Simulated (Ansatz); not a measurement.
# ClH7N2Si2: a ladder of functionals and wavefunction methods

Aim: compute ClH7N2Si2 with functionals from several rungs and with coupled cluster. The yardstick is the atomisation energy at the CCSD(T) limit.

Method: functionals in def2-TZVPP, the program's frozen cores in correlated methods; program: Ansatz 0.2.0, Gaussian basis.

Plan: PBE-D4, r2SCAN-D4, PBE0-D4, B3LYP-D4, ωB97X-V, ωB97M-V, B2PLYP; CCSD(T)/def2-TZVPP; MP2/def2-QZVPP; extrapolation to the limit.

## 1. Structure used throughout

All runs share one geometry, relaxed beforehand with PBE0-D4 in a triple-zeta def2 set.

12 atoms, charge 0, spin multiplicity 1.

Atoms are counted from 1 here; the program's logs count them from 0.

Bond lengths: N1–Si2 1.709 Å, N1–H6 1.007 Å, N1–H7 1.006 Å, Si2–N3 1.731 Å, Si2–H8 1.486 Å, Si2–H9 1.489 Å, N3–Si4 1.706 Å, N3–H10 1.012 Å, Si4–Cl5 2.071 Å, Si4–H11 1.477 Å, Si4–H12 1.480 Å. Angles: Si2–N1–H6 122.0°, Si2–N1–H7 120.6°, H6–N1–H7 112.0°, N1–Si2–N3 110.9°, N1–Si2–H8 104.7°, N1–Si2–H9 116.1°, N3–Si2–H8 112.5°, N3–Si2–H9 103.1°, H8–Si2–H9 109.8°, Si2–N3–Si4 127.2°, Si2–N3–H10 115.5°, Si4–N3–H10 115.7°, N3–Si4–Cl5 112.7°, N3–Si4–H11 109.8°, N3–Si4–H12 109.7°, Cl5–Si4–H11 106.0°, Cl5–Si4–H12 105.9°, H11–Si4–H12 112.6°.

## 2. PBE-D4 (GGA)

Input file in.yaml:

```yaml
crystal:
  periodic: [false, false, false]
  atoms:
    - {symbol: N, position_ang: [-0.537961, 1.616829, 1.413667]}
    - {symbol: Si, position_ang: [-0.620312, -0.040312, 1.004471]}
    - {symbol: N, position_ang: [-0.448132, -0.263545, -0.703019]}
    - {symbol: Si, position_ang: [0.838252, -1.031656, -1.519129]}
    - {symbol: Cl, position_ang: [2.485603, 0.200948, -1.754109]}
    - {symbol: H, position_ang: [0.292180, 2.164265, 1.255380]}
    - {symbol: H, position_ang: [-1.095537, 1.986317, 2.165056]}
    - {symbol: H, position_ang: [-1.946566, -0.486186, 1.504345]}
    - {symbol: H, position_ang: [0.449098, -0.908681, 1.568867]}
    - {symbol: H, position_ang: [-1.057344, 0.302227, -1.279589]}
    - {symbol: H, position_ang: [1.306726, -2.192509, -0.735553]}
    - {symbol: H, position_ang: [0.410896, -1.402795, -2.886286]}
basis:
  gaussian: {orbitals: def2-TZVPP}
hamiltonian: {xc: pbe, dispersion: d4}
output: {forces: true, orbitals: {seedname: orbitals}}
```

Run with:

```bash
ansatz run in.yaml --threads 4 --pin off --events-out ev --progress --plain --max-ram 10444MiB
```

After this run come: r2SCAN-D4 (meta-GGA); PBE0-D4 (hybrid); B3LYP-D4 (hybrid); ωB97X-V (range-separated); ωB97M-V (range-separated); B2PLYP (double hybrid); CCSD(T) in def2-TZVPP; MP2 in def2-QZVPP.

**Question.** What will the summary of the whole plan be? Wanted: atomisation energy, CCSD(T)/CBS; farthest; mean size of error, hybrid; mean size of error, range-separated; gap, smallest and largest; T1 diagnostic; triples share of the correlation energy.

The runs gave:

```
                               quantity                                 value
        atomisation energy, CCSD(T)/CBS                        962.8 kcal/mol
functionals within 4.8 kcal/mol (0.5 %)             PBE-D4, B3LYP-D4, ωB97M-V
                               farthest               B2PLYP (-14.9 kcal/mol)
             mean size of error, hybrid                          6.5 kcal/mol
    mean size of error, range-separated                          4.4 kcal/mol
              gap, smallest and largest  5.77 eV (PBE-D4), 12.43 eV (ωB97X-V)
                          T1 diagnostic                                0.0101
triples share of the correlation energy                                 3.7 %
```

**Reading.** PBE-D4 is off by +0.1 kcal/mol. Double hybrids carry the basis error of their MP2 part in triple zeta, and no dispersion term here, so their miss is partly the set-up's. The reference freezes the cores and leaves out relativity and excitations past (T), so misses under about 4.8 kcal/mol can't be ranked. Hartree-Fock recovers 71 % of the binding; the rest is correlation. The gap grows from 5.8 to 12.4 eV across the functionals, mostly with the share of exact exchange.
